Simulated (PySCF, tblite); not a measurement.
# C4H12SeSi2: geometry, infrared bands and NMR shifts

Wanted: the infrared bands and NMR shifts of C4H12SeSi2 (`C=C[C@]([SiH3])([SeH])C[SiH3]`), by calculation.

Programs: tblite 0.8.0 and PySCF 2.14.0, with density-fitted response routines of our own. Each step states its level of theory. These are calculated values for one molecule in the gas phase, unless marked as measured. Atoms are numbered from 0 throughout.

## (1) Starting geometry

19 atoms, charge 0, multiplicity 1; geometry from: force field or distance geometry start.

Bonds of the start (Å): C0–C1 1.35, C1–C2 1.53, C2–Si3 1.87, C2–Se4 1.97, C2–C5 1.55, C5–Si6 1.89, C0–H7 1.08, C0–H8 1.08, C1–H9 1.07, Si3–H10 1.48, Si3–H11 1.47, Si3–H12 1.47, Se4–H13 1.53, C5–H14 1.11, C5–H15 1.12, Si6–H16 1.46, Si6–H17 1.47, Si6–H18 1.47.

## (2) Relaxing the molecule with GFN2-xTB

What the job is given:

```
{"job": {"kind": "relax", "xc": "GFN2-xTB", "basis": "xTB"}, "charge": 0, "multiplicity": 1}
C      1.536200     0.606900    -1.563900
C      0.338200    -0.001100    -1.458700
C     -0.161800    -0.582400    -0.137500
Si     0.953100    -1.982500     0.399400
Se    -1.943500    -1.368100    -0.438300
C     -0.247600     0.485300     0.977800
Si    -1.292500     1.997900     0.556700
H      1.846400     1.013100    -2.518300
H      2.196500     0.716400    -0.711000
H     -0.281800    -0.080700    -2.332800
H      0.414600    -2.601000     1.632500
H      1.017000    -3.008500    -0.651800
H      2.299700    -1.476100     0.689800
H     -2.089100    -1.789200     1.022000
H     -0.667900     0.041700     1.904700
H      0.773300     0.852600     1.242800
H     -0.750300     2.667500    -0.628000
H     -1.266500     2.925900     1.693200
H     -2.683800     1.591600     0.314100
```

Launch:

```sh
$ OMP_NUM_THREADS=1 python probes_run.py task.json out
```

The driver reads the jobs from task.json and runs them one after another.

**Question.** This job is followed by: GFN2-xTB harmonic vibrations, gas phase; GIAO PBE0/pcSseg-1 NMR shielding, non-relativistic, gas phase. What will the session give for the following? strongest single infrared mode (GFN2-xTB); zero-point energy (GFN2-xTB); 13C shifts against TMS (PBE0/pcSseg-1); 1H shifts against TMS (PBE0/pcSseg-1, means over atoms taken as alike); 29Si shifts against TMS (PBE0/pcSseg-1); 77Se shifts against Me2Se (PBE0/pcSseg-1); surface potential, 1st and 99th percentile.

**Answer**, as computed:

| quantity | value |
| --- | --- |
| strongest single infrared mode (GFN2-xTB) | 778 cm⁻¹, 439 km/mol |
| zero-point energy (GFN2-xTB) | 82.0 kcal/mol |
| 13C shifts against TMS (PBE0/pcSseg-1) | 145.1, 120.7, 47.2, 20.1 ppm |
| 1H shifts against TMS (PBE0/pcSseg-1, means over atoms taken as alike) | 6.24, 5.59, 5.12, 4.19, 4.03, 2.36, 1.67, 1.51 ppm |
| 29Si shifts against TMS (PBE0/pcSseg-1) | -40.5, -82.1 ppm |
| 77Se shifts against Me2Se (PBE0/pcSseg-1) | 123 ppm |
| surface potential, 1st and 99th percentile | -0.75 V and 1.03 V |

**Reading.** The optimisation took 147 steps and gained 0.262 eV; among the close pairs (by a distance rule), Se4–H13 changed most, from 1.527 to 1.450 Å. All 51 modes are real, so the xTB geometry is a minimum. The strongest single mode, at 778 cm⁻¹, has its largest shares on H17, H12, H16 and H10 (the list is cut at 4 atoms). GFN2-xTB is a fitted tight-binding method: band positions and strengths are rough. Its intensities can rank the bands wrongly. C1 (alkene CH) lies farthest downfield among carbon, at 145.1 ppm; an sp2 carbon of a C=C bond. H9 (hydrogen on an alkene CH) lies farthest downfield among hydrogen, at 6.24 ppm; attached to an sp2 carbon and in the plane of the double bond. At PBE0/pcSseg-1: The largest span, 1087 ppm, is at Se4, where the paramagnetic term is -1365 ppm. By nearest atom (PBE0/pcSseg-1), the HOMO sits on Se4 61 %; H13 8 % and the LUMO on Se4 30 %; C2 17 %. Spin-orbit coupling is left out, which matters for shieldings and couplings at and beside the heavy atoms.
